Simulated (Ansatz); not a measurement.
# C4H10Sn: how energies converge with the basis set

One table from this session's results is given with a row withheld; the runs are named, their logs left out.

Program: Ansatz 0.2.0, Gaussian basis. Level of theory: one geometry, several basis sets. These are calculated values, not measurements.

Plan: PBE0-D4/def2-SVP; ωB97M-V/def2-SVP; PBE0-D4/def2-QZVPP; ωB97M-V/def2-QZVPP; the functionals' def2-TZVPP values are taken from earlier runs.

2 further runs of the same task are left out: 2 that didn't finish.

**Structure used throughout**

All runs share one geometry, relaxed beforehand with PBE0-D4 in a triple-zeta def2 set. Sn takes the def2 core potential; no spin-orbit term is included.

15 atoms, charge 0, spin multiplicity 1.

Atoms are counted from 1 here; the program's logs count them from 0.

Bond lengths: C1–C2 1.524 Å, C1–H6 1.095 Å, C1–H7 1.095 Å, C1–H8 1.093 Å, C2–Sn3 2.205 Å, C2–H9 1.093 Å, C2–H10 1.097 Å, Sn3–C4 2.206 Å, C4–C5 1.524 Å, C4–H11 1.093 Å, C4–H12 1.098 Å, C5–H13 1.095 Å, C5–H14 1.095 Å, C5–H15 1.093 Å. Angles: C2–C1–H6 111.9°, C2–C1–H7 112.1°, C2–C1–H8 111.8°, H6–C1–H7 106.6°, H6–C1–H8 107.0°, H7–C1–H8 107.1°, C1–C2–Sn3 113.5°, C1–C2–H9 110.8°, C1–C2–H10 110.4°, Sn3–C2–H9 108.3°, Sn3–C2–H10 107.1°, H9–C2–H10 106.5°, C2–Sn3–C4 94.7°, Sn3–C4–C5 114.8°, Sn3–C4–H11 108.0°, Sn3–C4–H12 106.2°, C5–C4–H11 110.9°, C5–C4–H12 110.4° and more.

The first run:

Input file in.yaml:

```yaml
crystal:
  periodic: [false, false, false]
  atoms:
    - {symbol: C, position_ang: [-0.533149, 0.482616, 1.816291]}
    - {symbol: C, position_ang: [0.919991, 0.482546, 1.355648]}
    - {symbol: Sn, position_ang: [1.505017, -1.360030, 0.294954]}
    - {symbol: C, position_ang: [-0.091429, -1.211453, -1.219631]}
    - {symbol: C, position_ang: [-0.177531, 0.135041, -1.927294]}
    - {symbol: H, position_ang: [-0.746573, -0.348856, 2.495994]}
    - {symbol: H, position_ang: [-0.794010, 1.400306, 2.354333]}
    - {symbol: H, position_ang: [-1.225879, 0.394566, 0.975252]}
    - {symbol: H, position_ang: [1.596248, 0.619018, 2.203623]}
    - {symbol: H, position_ang: [1.105226, 1.320485, 0.672160]}
    - {symbol: H, position_ang: [0.050474, -2.021724, -1.939876]}
    - {symbol: H, position_ang: [-1.031454, -1.428919, -0.695571]}
    - {symbol: H, position_ang: [0.749580, 0.378361, -2.456146]}
    - {symbol: H, position_ang: [-0.978601, 0.156181, -2.674019]}
    - {symbol: H, position_ang: [-0.369810, 0.951162, -1.226317]}
basis:
  gaussian: {orbitals: def2-SVP}
hamiltonian: {xc: pbe0, dispersion: d4}
output: {orbitals: {seedname: orbitals}}
```

Steps of the session up to this table: PBE0-D4 in def2-SVP; ωB97M-V in def2-SVP; PBE0-D4 in def2-QZVPP; ωB97M-V in def2-QZVPP.

One of the session's tables, all rows but one given; the rest of the session is left out.

It belongs to the step «Density functionals: the series». 

| functional | basis | HOMO (eV) | LUMO (eV) |
| --- | --- | --- | --- |
| PBE0-D4 | def2-SVP | -5.64 | -2.30 |
| PBE0-D4 | def2-TZVPP | -5.69 | -2.35 |
| PBE0-D4 | def2-QZVPP | ? | ? |
| ωB97M-V | def2-SVP | -7.66 | -0.52 |
| ωB97M-V | def2-TZVPP | -7.73 | -0.65 |
| ωB97M-V | def2-QZVPP | -7.74 | -0.68 |

**Question.** Estimate the row for PBE0-D4, def2-QZVPP.

**Answer.** HOMO (eV): -5.71; LUMO (eV): -2.36. In the column «HOMO (eV)» it lies between ωB97M-V, def2-SVP (-7.66) and PBE0-D4, def2-TZVPP (-5.69).
